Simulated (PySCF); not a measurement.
**C2H6O2Zn (SMILES C[O][Zn][O]C) at 4 levels**

Wanted: a comparison of 4 runs (HF/def2-SVP, HF/cc-pVDZ, B3LYP/6-31G*, TPSSh/def2-SVPD) of C2H6O2Zn. Input form: a Python script.

The results are computed with PySCF 2.14.0.

## 1. The system as given

C2H6O2Zn: 11 atoms, total charge 0, spin state singlet. As SMILES, `C[O][Zn][O]C`. Geometry: relaxed at PBE0-D4/def2-TZVP.

Bond lengths: C1–O2 1.401 Å, O2–Zn3 1.763 Å, Zn3–O4 1.763 Å, O4–C5 1.401 Å, C1–H6 1.095 Å, C1–H7 1.098 Å, C1–H8 1.098 Å, C5–H9 1.098 Å, C5–H10 1.096 Å, C5–H11 1.098 Å. Some angles: C1–O2–Zn3 125.7°, O2–Zn3–O4 173.8°, Zn3–O4–C5 125.7°, O2–C1–H6 108.4°, O2–C1–H7 112.9°, O2–C1–H8 112.8°, O4–C5–H9 112.9°, O4–C5–H10 108.4°, O4–C5–H11 112.8°, H6–C1–H7 107.4°.

## 2. Energy and gradient at HF/def2-SVP (run 1)

The input, calc.py:

```python
from pyscf import gto

mol = gto.M(
    atom='''
C   -0.715400  -0.890900   2.492000
O    0.039400   0.119800   1.882200
Zn   0.526900   0.159100   0.188000
O    1.187400   0.251000  -1.444300
C    0.559400   0.843800  -2.547600
H   -0.858600  -0.627700   3.545700
H   -1.712000  -1.007800   2.045100
H   -0.218500  -1.870000   2.463000
H   -0.399800   0.370600  -2.797800
H    1.214700   0.734400  -3.418700
H    0.376500   1.917700  -2.407400
''',
    max_memory=1860,
    spin=0,
    basis='def2-svp',
    verbose=4,
)

mf = mol.RHF()
mf.conv_tol = 1e-10
mf.kernel()
if not mf.converged:
    mf = mf.newton().run(mf.mo_coeff, mf.mo_occ)

e_tot = mf.e_tot
print('E = %.10f Eh' % e_tot)
grad = mf.nuc_grad_method().kernel()
mf.analyze()
```

Run with:

```bash
$ OMP_NUM_THREADS=1 python calc.py
```

What it wrote:

```text
PySCF version 2.14.0

[... 102 lines left out ...]
MO #12  energy= -3.88163192907388  occ= 2
[... 20 lines left out ...]
MO #33  energy= 0.0685481528450138 occ= 0
[... 20 lines left out ...]
MO #54  energy= 0.90354489083608   occ= 0
[... 20 lines left out ...]
MO #75  energy= 1.89126337334675   occ= 0
[... 20 lines left out ...]
MO #96  energy= 3.01894023945712   occ= 0
[... 20 lines left out ...]
MO #117 energy= 7.10960098237688   occ= 0
[... 131 lines left out ...]
Dipole moment(X, Y, Z, Debye): -1.54992, -0.46927, -0.55362
```

Run time: 34 s. Hardware: 1 thread of Intel Xeon at 2.50GHz (Skylake/Cascade Lake), shared host; peak memory 0.3 GiB.

## 3. Energy and gradient at HF/cc-pVDZ (run 2)

The input, input.py:

```python
import pyscf.grad
from pyscf import gto

mol = gto.M(
    atom='''
C     -1.351910    -1.683557     4.709198
O      0.074455     0.226389     3.556843
Zn     0.995697     0.300655     0.355269
O      2.243861     0.474321    -2.729331
C      1.057113     1.594551    -4.814266
H     -1.622519    -1.186181     6.700402
H     -3.235211    -1.904466     3.864679
H     -0.412905    -3.533788     4.654395
H     -0.755513     0.700333    -5.287076
H      2.295450     1.387815    -6.460407
H      0.711482     3.623928    -4.549327
''',
    unit='bohr',
    max_memory=1860,
    basis='cc-pvdz',
    verbose=4,
    spin=0,
)

mf = mol.RHF()
mf.conv_tol = 1e-10
mf.kernel()
if not mf.converged:
    mf = mf.newton().run(mf.mo_coeff, mf.mo_occ)

etot = mf.e_tot
print(f'total energy: {etot:.8f} hartree')
grad = mf.Gradients().kernel()
mf.analyze()
```

Run with:

```bash
$ OMP_NUM_THREADS=1 python input.py
```

What it wrote:

```text
PySCF version 2.14.0

[... 99 lines left out ...]
MO #9   energy= -11.266621616683   occ= 2
[... 23 lines left out ...]
MO #33  energy= 0.0605272052803052 occ= 0
[... 23 lines left out ...]
MO #57  energy= 0.865671862836527  occ= 0
[... 23 lines left out ...]
MO #81  energy= 1.6912048503258    occ= 0
[... 23 lines left out ...]
MO #105 energy= 2.75043961480084   occ= 0
[... 23 lines left out ...]
MO #129 energy= 6.141612254469     occ= 0
[... 143 lines left out ...]
Dipole moment(X, Y, Z, Debye): -1.48631, -0.44998, -0.53090
```

It took 2 min on 1 thread of Intel Xeon at 2.50GHz (Skylake/Cascade Lake), shared host; peak memory 0.39 GiB.

Run 3 isn't shown in full; the table further down has it.

## 4. Energy and forces at TPSSh/def2-SVPD (run 4)

The input, input.py:

```python
import pyscf.grad
from pyscf import gto, dft

system = gto.Mole()
system.atom = '''
C     -1.351910    -1.683557     4.709198
O      0.074455     0.226389     3.556843
Zn     0.995697     0.300655     0.355269
O      2.243861     0.474321    -2.729331
C      1.057113     1.594551    -4.814266
H     -1.622519    -1.186181     6.700402
H     -3.235211    -1.904466     3.864679
H     -0.412905    -3.533788     4.654395
H     -0.755513     0.700333    -5.287076
H      2.295450     1.387815    -6.460407
H      0.711482     3.623928    -4.549327
'''
system.verbose = 3
system.max_memory = 1860
system.unit = 'bohr'
system.basis = 'def2-svpd'
system.build()

ks = dft.RKS(system, xc='tpssh')
ks.grids.level = 5
ks.conv_tol = 1e-10
ks.kernel()
if not ks.converged:
    ks = ks.newton().run(ks.mo_coeff, ks.mo_occ)

e_final = ks.e_tot
print('E = %.10f Eh' % e_final)
grad = ks.Gradients().kernel()
ks.analyze()
```

Run with:

```bash
$ OMP_NUM_THREADS=1 python input.py
```

What it wrote:

```text
converged SCF energy = -2009.26965087542
[... 32 lines left out ...]
MO #23  energy= -0.429937711281911 occ= 2
[... 28 lines left out ...]
MO #52  energy= 0.194972342952051  occ= 0
[... 28 lines left out ...]
MO #81  energy= 0.493225999319229  occ= 0
[... 28 lines left out ...]
MO #110 energy= 1.11022456762872   occ= 0
[... 28 lines left out ...]
MO #139 energy= 2.26218602787829   occ= 0
[... 28 lines left out ...]
MO #168 energy= 6.55838773338137   occ= 0
[... 12 lines left out ...]
Dipole moment(X, Y, Z, Debye): -1.23563, -0.37405, -0.44134
```

Run time: 4.5 min. Hardware: 1 thread of Intel Xeon at 2.50GHz (Skylake/Cascade Lake), shared host; peak memory 2.2 GiB.

## 5. The series

```csv
run,level,integration grid,energy (Eh),dipole moment (D),HOMO energy (eV),LUMO energy (eV),wall time
1,HF/def2-SVP,–,-2006.328565,1.71,-11.12,1.87,34 s
2,HF/cc-pVDZ,–,-2006.806140,1.64,-11.15,1.65,2 min
3,B3LYP/6-31G* (spherical functions),5,-2009.386149,1.47,-6.85,-0.93,81 s
4,TPSSh/def2-SVPD,5,-2009.269651,1.36,-6.65,-1.33,4.5 min
```

## 6. What came out

| quantity | value |
| --- | --- |
| run 4: total energy | -2009.26965 Eh |
| run 4: dipole moment | 1.36 D |
| run 4: HOMO energy | -6.65 eV |
| run 4: LUMO energy | -1.33 eV |
| run 4: HOMO–LUMO gap | 5.32 eV |
| run 4: largest force on an atom | 0.269 eV/Å |

What this shows: The dipole moment (its size) runs from 1.36 D (TPSSh/def2-SVPD) to 1.71 D (HF/def2-SVP). The two ends differ in method and basis. The HOMO–LUMO gap runs from 5.32 eV (TPSSh/def2-SVPD) to 12.99 eV (HF/def2-SVP). Totals of different functionals can't be ranked against each other. All runs together took 8.4 min, the longest 4.5 min.
